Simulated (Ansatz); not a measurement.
# Si2H6O2: one species, many methods

An exercise on one series of results from a longer session: the logs are not shown, and one member is left open.

The runs use Ansatz 0.2.0, Gaussian basis; functionals in def2-TZVPP, the program's frozen cores in correlated methods.

The runs, in order: LDA (SPW92), PBE-D4, revPBE-D4, BLYP-D4, r2SCAN-D4, B97M-V, PBE0-D4, B3LYP-D4, r2SCANh-D4, r2SCAN0-D4, HSE06-D4, BHLYP-D4, CAM-B3LYP-D4, LC-ωPBE, ωB97X-V, ωB97M-V, B2PLYP, PBE-QIDH; CCSD(T)/def2-SVP; CCSD(T)/def2-TZVPP; MP2/def2-QZVPP; extrapolation to the limit; RPA on PBE.

## Structure used throughout

An earlier PBE0-D4 in a triple-zeta def2 set relaxation fixed the geometry.

SMILES `O[SiH2][SiH2]O`, 10 atoms, charge 0, spin multiplicity 1.

Atoms are counted from 1 here; the program's logs count them from 0.

Bond lengths: O1–Si2 1.666 Å, O1–H5 0.958 Å, Si2–Si3 2.355 Å, Si2–H6 1.492 Å, Si2–H7 1.492 Å, Si3–O4 1.652 Å, Si3–H8 1.489 Å, Si3–H9 1.488 Å, O4–H10 0.962 Å. Angles: Si2–O1–H5 118.7°, O1–Si2–Si3 99.0°, O1–Si2–H6 110.9°, O1–Si2–H7 110.7°, Si3–Si2–H6 114.8°, Si3–Si2–H7 114.6°, H6–Si2–H7 106.7°, Si2–Si3–O4 104.4°, Si2–Si3–H8 112.0°, Si2–Si3–H9 112.5°, O4–Si3–H8 110.6°, O4–Si3–H9 109.9°, H8–Si3–H9 107.4°, Si3–O4–H10 113.9°.

Set-up of the first run:

Input file in.yaml:

```yaml
crystal:
  periodic: [false, false, false]
  atoms:
    - {symbol: O, position_ang: [-1.158235, 0.253629, -1.266064]}
    - {symbol: Si, position_ang: [-0.972097, 0.423334, 0.381164]}
    - {symbol: Si, position_ang: [1.219060, -0.412782, 0.593377]}
    - {symbol: O, position_ang: [1.705388, -0.693399, -0.960328]}
    - {symbol: H, position_ang: [-1.981394, 0.534719, -1.667966]}
    - {symbol: H, position_ang: [-2.011898, -0.352912, 1.116769]}
    - {symbol: H, position_ang: [-1.135196, 1.849593, 0.786647]}
    - {symbol: H, position_ang: [1.260760, -1.669075, 1.391153]}
    - {symbol: H, position_ang: [2.138043, 0.558808, 1.245019]}
    - {symbol: H, position_ang: [1.018671, -0.543116, -1.616867]}
basis:
  gaussian: {orbitals: def2-TZVPP}
hamiltonian: {xc: lda}
output: {orbitals: {seedname: orbitals}}
```

Among the steps run: LDA; PBE-D4 (GGA); revPBE-D4 (GGA); BLYP-D4 (GGA); r2SCAN-D4 (meta-GGA); B97M-V (meta-GGA); PBE0-D4 (hybrid); B3LYP-D4 (hybrid); r2SCANh-D4 (hybrid); r2SCAN0-D4 (hybrid); HSE06-D4 (hybrid); BHLYP-D4 (hybrid); CAM-B3LYP-D4 (range-separated); LC-ωPBE-D4 (range-separated; the results give it without D4); ωB97X-V (range-separated); ωB97M-V (range-separated); B2PLYP (double hybrid); PBE-QIDH (double hybrid).

One table of the session follows, with a row left open; its other results are not shown here.

It belongs to the step «Frontier levels by functional». 

```
  functional  HOMO (eV)  gap (eV)
 LDA (SPW92)      -6.80      4.84
      PBE-D4      -6.72      5.00
   revPBE-D4      -6.68      5.07
     BLYP-D4      -6.61      5.02
   r2SCAN-D4      -7.00      5.63
      B97M-V      -7.11      5.51
     PBE0-D4          ?         ?
    B3LYP-D4      -7.74      6.66
  r2SCANh-D4      -7.44      6.36
  r2SCAN0-D4      -8.10      7.45
    HSE06-D4      -7.53      6.30
    BHLYP-D4      -9.06      9.06
CAM-B3LYP-D4      -9.25      9.38
     LC-ωPBE     -10.56     11.87
     ωB97X-V     -10.24     11.40
     ωB97M-V     -10.00     10.83
```

**Question.** Estimate the row for PBE0-D4.

**Answer.** HOMO (eV): -7.93; gap (eV): 7.07. In the column «HOMO (eV)» it lies between r2SCAN0-D4 (-8.10) and B3LYP-D4 (-7.74).
